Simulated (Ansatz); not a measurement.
# V2SnO4: from the start to rest

Aim: in V2SnO4, a structure type of another compound, with these elements put in, relax the atoms in a fixed cell, then read levels, charges and fields where it ends.

Method: DFT, PBE, with U = 5.53 eV and J = 1.0 eV on V d, collinear spin, plane waves, PAW, in Ansatz 0.2.0.

### Step 1. The cell

It takes space group Fddd (No. 70, orthorhombic). Conventional cell: a = 5.999 Å, b = 10.086 Å, c = 11.749 Å, α = 90.00°, β = 90.00°, γ = 90.00°. Around V (site symmetry 2) lie 4 O at 2.10 to 2.22 Å. Sn (site symmetry 222) is surrounded by 4 O at 1.72 Å. O (site symmetry 1) has 1 Sn at 1.72 Å and 2 V at 2.10 to 2.22 Å as nearest neighbours.

The coordinates stand in the input below.

The first density is read from a saved solution for the starting cell.

### Step 2. Relaxing

File input.yaml:

```yaml
crystal:
  lattice:
    - [-2.99936485, 0.0, 5.0430492]
    - [2.99936485, 0.0, 5.0430492]
    - [2.99936485, 5.87450785, 0.0]
  atoms:
    - { symbol: V, position: [0.48148, 0.48148, 0.25], spin: 2.0 }
    - { symbol: V, position: [0.76852, 0.76852, 0.25], spin: -2.0 }
    - { symbol: V, position: [0.51852, 0.51852, 0.75], spin: 2.0 }
    - { symbol: V, position: [0.23148, 0.23148, 0.75], spin: -2.0 }
    - { symbol: Sn, position: [0.125, 0.125, 0.25] }
    - { symbol: Sn, position: [0.875, 0.875, 0.75] }
    - { symbol: O, position: [0.3222, 0.1386, 0.0968] }
    - { symbol: O, position: [0.1386, 0.3222, 0.4032] }
    - { symbol: O, position: [0.2646, 0.7746, 0.4032] }
    - { symbol: O, position: [0.7746, 0.2646, 0.0968] }
    - { symbol: O, position: [0.6778, 0.8614, 0.9032] }
    - { symbol: O, position: [0.8614, 0.6778, 0.5968] }
    - { symbol: O, position: [0.7354, 0.2254, 0.5968] }
    - { symbol: O, position: [0.2254, 0.7354, 0.9032] }
kpoints:
  mp_grid: { grid: [4, 4, 4], shift: [0, 0, 0] }
magnetization:
  spin_polarized: true
scf:
  occupations: { method: cold, width: 0.0102 }
  lower_state_search: "off"
hamiltonian:
  pseudopotentials: { kind: paw }
  xc: pbe
  hubbard:
    projectors: all-electron-ortho-atomic
    sites: [{ species: V, l: d, u: 5.53, j: 1.0 }]
basis:
  ecutwfc: 420
  fft_grid_basis: typed
relax:
  max_steps: 40
output:
  forces: true
  stress: true
  eigenvalues: true
  bader: true
  populations: true
  elf: true
  write_potential: true
  volumetric_format: npy
  dos:
    e_range: [-12, 8]
    de: 0.05
    projected: { site_lists: { O: [O], Sn: [Sn], V: [V] } }
  write_density: true
checkpoint:
  read: saved_state
```

On the command line:

```console
$ ansatz run input.yaml --threads 2 --pin off --max-ram 4096MiB --backend cpu --events-out ev --progress --plain --runs-dir out
```

Before running it: what results should come out? Wanted: moves; energy gained; largest move; pressure left in the fixed cell; gap; least direct gap; Bader charges; net moment; largest moment.

The runs gave:

| quantity | value |
| --- | --- |
| moves | 6 |
| energy gained | 630.5 meV/atom |
| largest move | 0.45 Å (V) |
| space group (0.01 Å), before / after | Fddd / Fddd |
| pressure left in the fixed cell | 9.1 GPa |
| gap (mesh) | 0.84 eV, indirect |
| least direct gap | 1.11 eV |
| Bader charges | V +1.52, Sn +2.21, O -1.31 e |
| net moment | 0.00 μB per cell |
| largest moment | 2.70 μB on V (Bader basin) |

In words: In the fixed cell the largest move of an atom is 0.45 Å; the energy fell by 630.5 meV per atom. The fixed cell still holds a mean pressure of 9.1 GPa, so it would expand if let free. With 4 symmetry operations imposed, the end may be a saddle point towards distortions that break them. The levels show a gap of 0.84 eV, with the least direct gap at 1.11 eV; within 0.7 eV of the edges the states project mainly on V d (68 %) and O p (28 %) below and V s (28 %), O p (24 %) and Sn s (20 %) above. By Bader's partition Sn gives up most (+2.21 e) and O takes most (-1.31 e). The moments, up to 2.70 μB on V, are compensated: the net moment is 0.00 μB per cell against 11.67 μB of absolute spin density.

Limits of this run: one start, so the state may not be the lowest; the SCF threshold is loose for a stress.
